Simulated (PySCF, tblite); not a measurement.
# C₆H₁₁FO₂Si: geometry, infrared bands and NMR shifts

Aim: predict the infrared bands and NMR shifts of C₆H₁₁FO₂Si (`CC/C([SiH3])=C(/OC)C(=O)F`).

Computed with tblite 0.8.0 and PySCF 2.14.0, with density-fitted response routines of our own, on a single molecule in the gas phase. Atoms are numbered from 0 throughout.

### Step 1. The starting structure

21 atoms, charge 0, multiplicity 1; geometry from: force field or distance geometry start.

Bonds of the start (Å): C0–C1 1.53, C1–C2 1.49, C2–Si3 1.84, C2–C4 1.29, C4–O5 1.40, O5–C6 1.42, C4–C7 1.45, C7–O8 1.23, C7–F9 1.37, C0–H10 1.13, C0–H11 1.11, C0–H12 1.12, C1–H13 1.13, C1–H14 1.07, Si3–H15 1.47, Si3–H16 1.46, Si3–H17 1.48, C6–H18 1.13, C6–H19 1.12, C6–H20 1.09.

### Step 2. Optimising the geometry with GFN2-xTB

The job: settings as JSON, then the geometry in Å.

```
{"job": {"kind": "relax", "xc": "GFN2-xTB", "basis": "xTB"}, "charge": 0, "multiplicity": 1}
C     -2.744600    -0.486500    -0.089300
C     -1.518700    -0.117700    -0.934700
C     -0.342100     0.116400    -0.054400
Si    -0.470100     1.515900     1.137200
C      0.747300    -0.581600    -0.079200
O      1.751200    -0.202600     0.814500
C      3.019700     0.275300     0.395000
C      1.026400    -1.698400    -0.954900
O      0.292900    -2.201400    -1.810600
F      2.254700    -2.285900    -0.803700
H     -3.140000    -1.492900    -0.412000
H     -3.579100     0.210700    -0.327300
H     -2.540400    -0.456600     1.008500
H     -1.794200     0.900100    -1.353500
H     -1.383800    -0.735300    -1.794200
H     -0.591300     1.081300     2.541300
H      0.658000     2.447100     1.061600
H     -1.679300     2.312700     0.835200
H      3.698500     0.530400     1.261000
H      2.820400     1.254900    -0.110400
H      3.505400    -0.369100    -0.330600
```

Launch:

```
> OMP_NUM_THREADS=1 python probes_run.py task.json out
```

This one command runs all jobs of the session in turn.

**Question.** This job is followed by: GFN2-xTB harmonic vibrations, gas phase; GIAO PBE0/pcSseg-1 NMR shielding, non-relativistic, gas phase. Predict these results of the whole session: strongest single infrared mode (GFN2-xTB); zero-point energy (GFN2-xTB); ¹³C shifts against TMS (PBE0/pcSseg-1); ¹H shifts against TMS (PBE0/pcSseg-1, means over atoms taken as alike); ²⁹Si shifts against TMS (PBE0/pcSseg-1); ¹⁷O shifts against H2O (PBE0/pcSseg-1); ¹⁹F shifts against CFCl3 (PBE0/pcSseg-1); surface potential, 1st and 99th percentile.

The runs gave:

| quantity | value |
| --- | --- |
| strongest single infrared mode (GFN2-xTB) | 1805 cm⁻¹, 440 km/mol |
| zero-point energy (GFN2-xTB) | 96.7 kcal/mol |
| ¹³C shifts against TMS (PBE0/pcSseg-1) | 170.3, 160.3, 151.1, 58.8, 28.9, 16.9 ppm |
| ¹H shifts against TMS (PBE0/pcSseg-1, means over atoms taken as alike) | 4.15, 3.81, 3.20, 1.07 ppm |
| ²⁹Si shifts against TMS (PBE0/pcSseg-1) | -79.9 ppm |
| ¹⁷O shifts against H2O (PBE0/pcSseg-1) | 445.8, 99.6 ppm |
| ¹⁹F shifts against CFCl3 (PBE0/pcSseg-1) | 40.8 ppm |
| surface potential, 1st and 99th percentile | -1.31 V and 1.07 V |

In words: Relaxing lowered the energy by 0.760 eV in 112 steps; the close pair that moved most is C2–Si3, from 1.843 to 1.900 Å. All 57 modes are real, so the xTB geometry is a minimum. The strongest single mode, at 1805 cm⁻¹, moves mainly C7 and O8. GFN2-xTB is a fitted tight-binding method: band positions and strengths are rough. Its intensities can rank the bands wrongly. At PBE0/pcSseg-1: Shielding is most anisotropic at O8 (span 572 ppm, paramagnetic term -514 ppm). At PBE0/pcSseg-1, counted by nearest atom on the grid, the HOMO lies on C2, C4 about 24 % each; O5 24 %, the LUMO on C2 28 %; C7 22 %.
